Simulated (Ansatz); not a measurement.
# Nb: the cost of one run

Method: DFT PBE, scalar-relativistic, plane waves, PAW, in Ansatz 0.2.0.

**1. The system as given**

Symmetry: Im-3m, No. 229, cubic system. Conventional cell: a = 3.300 Å, b = 3.300 Å, c = 3.300 Å, α = 90.00°, β = 90.00°, γ = 90.00°. Nb (site symmetry m-3m) has 8 Nb at 2.86 Å as nearest neighbours.

Structure file:

```cif
data_structure
_symmetry_space_group_name_H-M 'P 1'
_symmetry_Int_Tables_number 1
_cell_length_a 2.8582
_cell_length_b 2.8582
_cell_length_c 2.8582
_cell_angle_alpha 109.471
_cell_angle_beta 109.471
_cell_angle_gamma 109.471
_cell_volume 17.98
loop_
_atom_site_label
_atom_site_type_symbol
_atom_site_fract_x
_atom_site_fract_y
_atom_site_fract_z
_atom_site_occupancy
Nb1 Nb 0.00000 0.00000 0.00000 1
```

The structure rests on an entry of the Crystallography Open Database; cell or positions may have been set otherwise for this series.

**2. Relaxing cell and atoms: Nb, no spin**

Contents of input.yaml:

```yaml
crystal:
  lattice:
    - [-1.6502, 1.6502, 1.6502]
    - [1.6502, -1.6502, 1.6502]
    - [1.6502, 1.6502, -1.6502]
  atoms:
    - { symbol: Nb, position: [0.0, 0.0, 0.0] }
scf:
  occupations: { method: methfessel_paxton, width: 0.1 }
output:
  forces: true
  stress: true
  eigenvalues: true
  write_density: true
  write_potential: true
  elf: true
  volumetric_format: npy
kpoints:
  mp_grid: { grid: [18, 18, 18] }
hamiltonian:
  xc: pbe
relax:
  f_tol: 0.01
  adjacent_minimum: "off"
  cell: { stress_tol: 0.05 }
```

Command:

```sh
ansatz run input.yaml --threads 4 --pin off --max-ram 10240MiB --backend cpu --events-out ev --progress --plain --runs-dir out
```

Q: Estimate wall time and peak memory on 4 threads of Arm Neoverse N1, shared host.

About 4.7 s, with a peak of 0.33 GiB.
